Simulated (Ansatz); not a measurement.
# Al3Ni: the cost of one run

Computed with Ansatz 0.2.0 (DFT r2SCAN, scalar-relativistic, plane waves, PAW, unless a step's input says otherwise).

**1. The starting structure**

Symmetry: Pnma, No. 62, orthorhombic system. The conventional cell has a = 6.597 Å, b = 7.308 Å, c = 4.751 Å, α = 90.00°, β = 90.00°, γ = 90.00°. Al (site symmetry m) has 3 Ni at 2.43 to 2.67 Å and 6 Al at 2.78 to 2.87 Å in its first shell of neighbours. Al (site symmetry 1) is surrounded by 3 Ni at 2.43 to 2.46 Å and 7 Al at 2.71 to 2.87 Å. Ni (site symmetry m) is surrounded by 9 Al at 2.43 to 2.67 Å.

Structure file:

```cif
data_structure
_symmetry_space_group_name_H-M 'P 1'
_symmetry_Int_Tables_number 1
_cell_length_a 6.5971
_cell_length_b 7.3080
_cell_length_c 4.7514
_cell_angle_alpha 90.000
_cell_angle_beta 90.000
_cell_angle_gamma 90.000
_cell_volume 229.07
loop_
_atom_site_label
_atom_site_type_symbol
_atom_site_fract_x
_atom_site_fract_y
_atom_site_fract_z
_atom_site_occupancy
Al1 Al 0.00989 0.25000 0.91592 1
Al2 Al 0.17064 0.44303 0.36681 1
Al3 Al 0.17064 0.05697 0.36681 1
Al4 Al 0.32936 0.55697 0.86681 1
Al5 Al 0.67064 0.44303 0.13319 1
Al6 Al 0.82936 0.94303 0.63319 1
Al7 Al 0.67064 0.05697 0.13319 1
Al8 Al 0.82936 0.55697 0.63319 1
Al9 Al 0.32936 0.94303 0.86681 1
Al10 Al 0.50989 0.25000 0.58408 1
Al11 Al 0.99011 0.75000 0.08408 1
Al12 Al 0.49011 0.75000 0.41592 1
Ni1 Ni 0.87023 0.25000 0.44339 1
Ni2 Ni 0.37023 0.25000 0.05661 1
Ni3 Ni 0.12977 0.75000 0.55661 1
Ni4 Ni 0.62977 0.75000 0.94339 1
```

It goes back to an entry of the Materials Project, which need not be the stable form.

This cell was relaxed beforehand with the same method: volume 14.32 Å³/atom, gap on the mesh none (metal).

**2. Volume × 0.97**

The input, input.yaml:

```yaml
crystal:
  lattice:
    - [6.5304534508, 0.0, 0.0]
    - [0.0, 7.2341892533, 0.0]
    - [0.0, 0.0, 4.7033984179]
  atoms:
    - { symbol: Al, position: [0.0098873199, 0.25, 0.9159166096] }
    - { symbol: Al, position: [0.1706374287, 0.4430347204, 0.3668128183] }
    - { symbol: Al, position: [0.1706374287, 0.0569652796, 0.3668128183] }
    - { symbol: Al, position: [0.3293625713, 0.5569652796, 0.8668128183] }
    - { symbol: Al, position: [0.6706374287, 0.4430347204, 0.1331871817] }
    - { symbol: Al, position: [0.8293625713, 0.9430347204, 0.6331871817] }
    - { symbol: Al, position: [0.6706374287, 0.0569652796, 0.1331871817] }
    - { symbol: Al, position: [0.8293625713, 0.5569652796, 0.6331871817] }
    - { symbol: Al, position: [0.3293625713, 0.9430347204, 0.8668128183] }
    - { symbol: Al, position: [0.5098873199, 0.25, 0.5840833904] }
    - { symbol: Al, position: [0.9901126801, 0.75, 0.0840833904] }
    - { symbol: Al, position: [0.4901126801, 0.75, 0.4159166096] }
    - { symbol: Ni, position: [0.8702332379, 0.25, 0.4433912597] }
    - { symbol: Ni, position: [0.3702332379, 0.25, 0.0566087403] }
    - { symbol: Ni, position: [0.1297667621, 0.75, 0.5566087403] }
    - { symbol: Ni, position: [0.6297667621, 0.75, 0.9433912597] }
basis:
  ecutwfc: 500
kpoints:
  mp_grid: { grid: [6, 6, 8] }
hamiltonian:
  xc: r2scan
scf:
  occupations: { method: gaussian, width: 0.1 }
output:
  forces: true
  stress: true
  eigenvalues: true
  write_density: true
  write_potential: true
  elf: true
  volumetric_format: npy
relax:
  adjacent_minimum: "off"
  f_tol: 0.01
  max_steps: 30
  cell: { stress_tol: 0.1, fix: [volume] }
```

Started as:

```
ansatz run input.yaml --threads 4 --pin off --max-ram 10240MiB --backend cpu --events-out ev --progress --plain --runs-dir out
```

**Question.** How long does this run take on 4 threads of Oxide Virtual Turin-like (Zen 5), shared host, and how much memory does it need?

About 96 s, with a peak of 1.9 GiB.
